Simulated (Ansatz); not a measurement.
**GeCl (quartet): RPA-PBE over vertical spin and charge gaps, cc-pVTZ**

How well do these functionals follow the top wave-function level for GeCl (quartet) over vertical spin and charge gaps?

Computed with Ansatz 0.2.0, Gaussian basis. Level: cc-pVTZ, all electrons in the functionals, frozen cores in the correlation of double hybrids and RPA.

The runs, in order: RPA-PBE, at charge 0, quartet; charge 0, doublet; charge 0, sextet; charge 1, triplet; charge 1, quintet.

9 further runs of the same task are left out: 4 for a known fault of the program, 5 set aside as unsound or not needed.

## 1. The system

The geometry is a PBE0/def2-TZVP stationary point (not a proven minimum). No spin-orbit coupling is included. The filled d shell of Ge may be among the frozen orbitals whatever the setting's name suggests; the logs give the count.

2 atoms, charge 0, spin multiplicity 4.

Atoms are counted from 1 here; the program's logs count them from 0.

Bond lengths: Ge1–Cl2 2.179 Å.

No dispersion term is added.

The geometry shown and the zero of energy belong to the point charge 0, quartet. The yardstick, UCCSD(T), and other wave-function levels (R restricted, U unrestricted, valence and pair active spaces) come from earlier runs.

## 2. RPA-PBE, charge 0, quartet

The input, in.yaml:

```yaml
crystal:
  periodic: [false, false, false]
  atoms:
    - {symbol: Ge, position_ang: [0.000000, 0.000000, 0.000000]}
    - {symbol: Cl, position_ang: [0.000000, 0.000000, 2.178600]}
basis:
  gaussian: {orbitals: cc-pVTZ}
magnetization: {spin_polarized: true, initial_magnetization: 3}
hamiltonian: {xc: {name: PBE}}
correlation: {method: rpa, electrons: outside_noble_gas}
```

Run with:

```bash
ansatz run in.yaml --threads 1 --pin off --events-out ev --progress --plain --max-ram 2560MiB --backend cpu
```

Standard output:

```text
Functional definition: PBE
  name "PBE"
  cite "Perdew, Burke & Ernzerhof, Phys. Rev. Lett. 77, 3865 (1996) doi:10.1103/PhysRevLett.77.3865"
  parent pbe
  parameter kappa = 0.804
  parameter beta = 0.06672455060314922
  exchange = pbe_x(kappa = kappa, mu = beta*pi^2/3)
  correlation = pbe_c(beta = beta)
488 factors; integrals over basis functions are off by at most 7.9e-4 eV
mean field evaluation 1: about -69024.8221 eV, gradient 1.1e1 eV
mean field evaluation 2: about -69024.8232 eV, gradient 1.1e1 eV
mean field evaluation 4: about -69025.2535 eV, gradient 2.9e0 eV
mean field evaluation 8: about -69025.3022 eV, gradient 1.0e-1 eV
mean field evaluation 16: about -69025.3023 eV, gradient 1.9e-6 eV
mean field evaluation 32: about -69025.2967 eV, gradient 2.1e-1 eV
mean field evaluation 64: about -69024.9535 eV, gradient 1.7e0 eV
mean field -69025.30226581 eV, -2536.6330712381 hartree, gradient 1.9e-6 eV, S^2 3.752046; 7 other end points of the search recorded, 0 dependent functions left out
19 core orbitals not correlated: weight in the atoms' cores, before any rotation towards them, 0.997 or more for the frozen orbitals, at most 0.002 for the correlated occupied ones
reference -68975.89795644 eV, -2534.8174963562 hartree; 7, 4 occupied and 51, 54 virtual orbitals, 488 factors
Total energy: -68987.51996337 eV, -2535.2445972332 hartree
```

Wall time 5.5 s (1 thread of AMD EPYC 7R13, shared host).

From the report: ⟨S²⟩ of the determinant 3.752 (pure quartet: 3.75).

## 3. RPA-PBE, charge 0, doublet

in.yaml: that of step 2 with these lines changed.

```diff
@@ -7,3 +7,3 @@
   gaussian: {orbitals: cc-pVTZ}
-magnetization: {spin_polarized: true, initial_magnetization: 3}
+magnetization: {spin_polarized: true, initial_magnetization: 1}
 hamiltonian: {xc: {name: PBE}}
```

Launched as before.

Standard output:

```text
Functional definition: PBE
  name "PBE"
  cite "Perdew, Burke & Ernzerhof, Phys. Rev. Lett. 77, 3865 (1996) doi:10.1103/PhysRevLett.77.3865"
  parent pbe
  parameter kappa = 0.804
  parameter beta = 0.06672455060314922
  exchange = pbe_x(kappa = kappa, mu = beta*pi^2/3)
  correlation = pbe_c(beta = beta)
488 factors; integrals over basis functions are off by at most 7.9e-4 eV
mean field evaluation 1: about -69028.1431 eV, gradient 1.4e1 eV
mean field evaluation 2: about -69028.1441 eV, gradient 1.4e1 eV
mean field evaluation 4: about -69028.6249 eV, gradient 5.6e0 eV
mean field evaluation 8: about -69028.8507 eV, gradient 8.4e-2 eV
mean field evaluation 16: about -69028.8507 eV, gradient 4.6e-6 eV
mean field evaluation 32: about -69028.8507 eV, gradient 4.1e-6 eV
mean field -69028.85074298 eV, -2536.7634753688 hartree, gradient 4.1e-6 eV, S^2 0.752838; 2 other end points of the search recorded, 0 dependent functions left out
19 core orbitals not correlated: weight in the atoms' cores, before any rotation towards them, 0.998 or more for the frozen orbitals, at most 0.002 for the correlated occupied ones
reference -68978.51938479 eV, -2534.9138320713 hartree; 6, 5 occupied and 52, 53 virtual orbitals, 488 factors
Total energy: -68990.84042861 eV, -2535.3666220802 hartree
```

Run time: 2.3 s. Hardware: 1 thread of AMD EPYC 7R13, shared host.

From the report: ⟨S²⟩ of the determinant 0.753 (pure doublet: 0.75).

From charge 0, quartet: -76.6 kcal/mol.

## 4. RPA-PBE, charge 0, sextet

in.yaml: that of step 3 with these lines changed.

```diff
@@ -7,3 +7,3 @@
   gaussian: {orbitals: cc-pVTZ}
-magnetization: {spin_polarized: true, initial_magnetization: 1}
+magnetization: {spin_polarized: true, initial_magnetization: 5}
 hamiltonian: {xc: {name: PBE}}
```

Same command.

Standard output:

```text
Functional definition: PBE
  name "PBE"
  cite "Perdew, Burke & Ernzerhof, Phys. Rev. Lett. 77, 3865 (1996) doi:10.1103/PhysRevLett.77.3865"
  parent pbe
  parameter kappa = 0.804
  parameter beta = 0.06672455060314922
  exchange = pbe_x(kappa = kappa, mu = beta*pi^2/3)
  correlation = pbe_c(beta = beta)
488 factors; integrals over basis functions are off by at most 7.9e-4 eV
mean field evaluation 1: about -69015.3939 eV, gradient 1.7e1 eV
mean field evaluation 2: about -69015.3953 eV, gradient 1.7e1 eV
mean field evaluation 4: about -69017.9677 eV, gradient 4.2e0 eV
mean field evaluation 8: about -69018.0402 eV, gradient 2.7e-1 eV
mean field evaluation 16: about -69018.0406 eV, gradient 2.0e-5 eV
mean field evaluation 32: about -69015.3956 eV, gradient 1.7e1 eV
mean field -69018.04058677 eV, -2536.3662094558 hartree, gradient 2.5e-6 eV, S^2 8.753583; 3 other end points of the search recorded, 0 dependent functions left out
19 core orbitals not correlated: weight in the atoms' cores, before any rotation towards them, 0.993 or more for the frozen orbitals, at most 0.006 for the correlated occupied ones
reference -68969.75270565 eV, -2534.5916625552 hartree; 8, 3 occupied and 50, 55 virtual orbitals, 488 factors
Total energy: -68980.48313022 eV, -2534.9859983847 hartree
```

It took 3.1 s on 1 thread of AMD EPYC 7R13, shared host.

From the report: ⟨S²⟩ of the determinant 8.754 (pure sextet: 8.75).

From charge 0, quartet: +162.3 kcal/mol.

## 5. RPA-PBE, charge 1, triplet

in.yaml: that of step 4 with these lines changed.

```diff
@@ -7,3 +7,4 @@
   gaussian: {orbitals: cc-pVTZ}
-magnetization: {spin_polarized: true, initial_magnetization: 5}
+total_charge: 1
+magnetization: {spin_polarized: true, initial_magnetization: 2}
 hamiltonian: {xc: {name: PBE}}
```

Same command.

Standard output:

```text
Functional definition: PBE
  name "PBE"
  cite "Perdew, Burke & Ernzerhof, Phys. Rev. Lett. 77, 3865 (1996) doi:10.1103/PhysRevLett.77.3865"
  parent pbe
  parameter kappa = 0.804
  parameter beta = 0.06672455060314922
  exchange = pbe_x(kappa = kappa, mu = beta*pi^2/3)
  correlation = pbe_c(beta = beta)
488 factors; integrals over basis functions are off by at most 7.9e-4 eV
mean field evaluation 1: about -69010.6885 eV, gradient 3.4e1 eV
mean field evaluation 2: about -69010.6879 eV, gradient 3.4e1 eV
mean field evaluation 4: about -69016.9568 eV, gradient 8.4e0 eV
mean field evaluation 8: about -69017.5158 eV, gradient 6.5e-1 eV
mean field evaluation 16: about -69017.5189 eV, gradient 1.0e-4 eV
mean field evaluation 32: about -69016.9887 eV, gradient 8.7e-6 eV
mean field evaluation 64: about -69017.5180 eV, gradient 1.2e-1 eV
mean field evaluation 96: about -69017.5130 eV, gradient 1.9e-1 eV
mean field evaluation 128: about -69016.9921 eV, gradient 4.2e-2 eV
mean field evaluation 160: about -69017.3668 eV, gradient 1.4e0 eV
mean field -69017.51887599 eV, -2536.3470369383 hartree, gradient 6.5e-7 eV, S^2 2.004001; 13 other end points of the search recorded, 0 dependent functions left out
19 core orbitals not correlated: weight in the atoms' cores, before any rotation towards them, 0.998 or more for the frozen orbitals, at most 0.002 for the correlated occupied ones
reference -68968.15031043 eV, -2534.5327756171 hartree; 6, 4 occupied and 52, 54 virtual orbitals, 488 factors
Total energy: -68979.62145984 eV, -2534.9543325824 hartree
```

It took 12 s on 1 thread of AMD EPYC 7R13, shared host.

From the report: ⟨S²⟩ of the determinant 2.004 (pure triplet: 2.00).

From charge 0, quartet: +182.1 kcal/mol.

## 6. RPA-PBE, charge 1, quintet

in.yaml: that of step 5 with these lines changed.

```diff
@@ -8,3 +8,3 @@
 total_charge: 1
-magnetization: {spin_polarized: true, initial_magnetization: 2}
+magnetization: {spin_polarized: true, initial_magnetization: 4}
 hamiltonian: {xc: {name: PBE}}
```

Launched as before.

Standard output:

```text
Functional definition: PBE
  name "PBE"
  cite "Perdew, Burke & Ernzerhof, Phys. Rev. Lett. 77, 3865 (1996) doi:10.1103/PhysRevLett.77.3865"
  parent pbe
  parameter kappa = 0.804
  parameter beta = 0.06672455060314922
  exchange = pbe_x(kappa = kappa, mu = beta*pi^2/3)
  correlation = pbe_c(beta = beta)
488 factors; integrals over basis functions are off by at most 7.9e-4 eV
mean field evaluation 1: about -69011.3413 eV, gradient 1.7e1 eV
mean field evaluation 2: about -69011.3414 eV, gradient 1.7e1 eV
mean field evaluation 4: about -69012.5843 eV, gradient 5.5e0 eV
mean field evaluation 8: about -69012.8056 eV, gradient 3.1e-1 eV
mean field evaluation 16: about -69012.8065 eV, gradient 1.2e-5 eV
mean field evaluation 32: about -69011.3441 eV, gradient 1.7e1 eV
mean field -69012.80646173 eV, -2536.1738589082 hartree, gradient 1.8e-6 eV, S^2 6.003696; 3 other end points of the search recorded, 0 dependent functions left out
19 core orbitals not correlated: weight in the atoms' cores, before any rotation towards them, 0.994 or more for the frozen orbitals, at most 0.004 for the correlated occupied ones
reference -68965.01606638 eV, -2534.4175942727 hartree; 7, 3 occupied and 51, 55 virtual orbitals, 488 factors
Total energy: -68975.22299407 eV, -2534.7926919466 hartree
```

It took 2.8 s on 1 thread of AMD EPYC 7R13, shared host.

From the report: ⟨S²⟩ of the determinant 6.004 (pure quintet: 6.00).

From charge 0, quartet: +283.6 kcal/mol.

## 7. The comparison

No level is safe as a reference over these points; UCCSD(T) serves as a yardstick only. It comes from earlier runs at the same points. Energies in kcal/mol, counted from charge 0, quartet; blanks weren't run or aren't comparable.

| level | quartet to doublet | quartet to sextet | ionisation to the triplet cation | ionisation to the quintet cation |
| --- | --- | --- | --- | --- |
| UCCSD(T) | -74.5 | 162.3 | 182.8 | 280.7 |
| RPA-PBE | -76.6 | 162.3 | 182.1 | 283.6 |

Largest miss and mean time a point (UCCSD(T) took 11 s a point; shared hosts):

| level | largest miss (kcal/mol) | where | time a point |
| --- | --- | --- | --- |
| RPA-PBE | +2.9 | ionisation to the quintet cation | 5.2 s |

## 8. What came out

```
                                  quantity                                             value
              quartet to doublet, UCCSD(T)                                    -74.5 kcal/mol
               quartet to sextet, UCCSD(T)                                    162.3 kcal/mol
ionisation to the triplet cation, UCCSD(T)                                    182.8 kcal/mol
ionisation to the quintet cation, UCCSD(T)                                    280.7 kcal/mol
                     largest miss, RPA-PBE  +2.9 kcal/mol (ionisation to the quintet cation)
```

RPA-PBE strays by up to 2.9 kcal/mol, at ionisation to the quintet cation. Functionals and the yardstick converge differently with the basis, so part of each miss in cc-pVTZ is the basis. The yardstick itself may be off where one determinant is a poor start.
